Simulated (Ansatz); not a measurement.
# C3H5Al: small, medium and large basis sets

The task here is to estimate one member of a computed series from the others.

Program: Ansatz 0.2.0, Gaussian basis. Level of theory: one geometry, several basis sets. These are calculated values, not measurements.

Levels to be run: PBE0-D4/def2-SVP; ωB97M-V/def2-SVP; PBE0-D4/def2-QZVPP; ωB97M-V/def2-QZVPP; the functionals' def2-TZVPP values are taken from earlier runs.

## The geometry

The geometry comes from an earlier relaxation with PBE0-D4 in a triple-zeta def2 set; it is a stationary point, not always the lowest conformer.

SMILES `C=[C]1[CH2][AlH]1`, 9 atoms, charge 0, spin multiplicity 1.

Atoms are counted from 1 here; the program's logs count them from 0.

Bond lengths: C1–C2 1.326 Å, C1–H5 1.091 Å, C1–H6 1.086 Å, C2–C3 1.540 Å, C2–Al4 1.878 Å, C3–Al4 1.925 Å, C3–H7 1.096 Å, C3–H8 1.090 Å, Al4–H9 1.575 Å. Angles: C2–C1–H5 122.0°, C2–C1–H6 121.6°, H5–C1–H6 116.4°, C1–C2–C3 129.5°, C1–C2–Al4 155.0°, C3–C2–Al4 67.7°, C2–C3–Al4 64.5°, C2–C3–H7 112.3°, C2–C3–H8 118.0°, Al4–C3–H7 110.8°, Al4–C3–H8 132.7°, H7–C3–H8 110.3°, C2–Al4–C3 47.8°, C2–Al4–H9 156.9°, C3–Al4–H9 155.3°.

The first run:

in.yaml

```yaml
crystal:
  periodic: [false, false, false]
  atoms:
    - {symbol: C, position_ang: [-0.145084, 1.153054, -1.138588]}
    - {symbol: C, position_ang: [0.037587, 0.427929, -0.043428]}
    - {symbol: C, position_ang: [0.471013, -1.043225, 0.097320]}
    - {symbol: Al, position_ang: [-0.452165, -0.302833, 1.615257]}
    - {symbol: H, position_ang: [0.131195, 0.785001, -2.127691]}
    - {symbol: H, position_ang: [-0.574596, 2.149669, -1.096117]}
    - {symbol: H, position_ang: [1.543011, -1.143336, 0.304450]}
    - {symbol: H, position_ang: [0.169531, -1.742900, -0.682848]}
    - {symbol: H, position_ang: [-1.092093, -0.329759, 3.054644]}
basis:
  gaussian: {orbitals: def2-SVP}
hamiltonian: {xc: pbe0, dispersion: d4}
output: {orbitals: {seedname: orbitals}}
```

Run with:

```sh
> ansatz run in.yaml --threads 2 --pin off --events-out ev --progress --plain --max-ram 4352MiB
```

Among the steps run: PBE0-D4 in def2-SVP; ωB97M-V in def2-SVP; PBE0-D4 in def2-QZVPP; ωB97M-V in def2-QZVPP.

One table of the session follows, with a row left open; its other results are not shown here.

| functional | basis | HOMO (eV) | LUMO (eV) |
| --- | --- | --- | --- |
| PBE0-D4 | def2-SVP | -6.28 | -1.53 |
| PBE0-D4 | def2-TZVPP | -6.33 | -1.59 |
| PBE0-D4 | def2-QZVPP | ? | ? |
| ωB97M-V | def2-SVP | -8.41 | 0.20 |
| ωB97M-V | def2-TZVPP | -8.48 | 0.07 |
| ωB97M-V | def2-QZVPP | -8.50 | -0.06 |

Q: Estimate the row for PBE0-D4, def2-QZVPP from the others.

**Answer.** HOMO (eV): -6.34; LUMO (eV): -1.62. In the column «HOMO (eV)» it lies between ωB97M-V, def2-SVP (-8.41) and PBE0-D4, def2-TZVPP (-6.33).
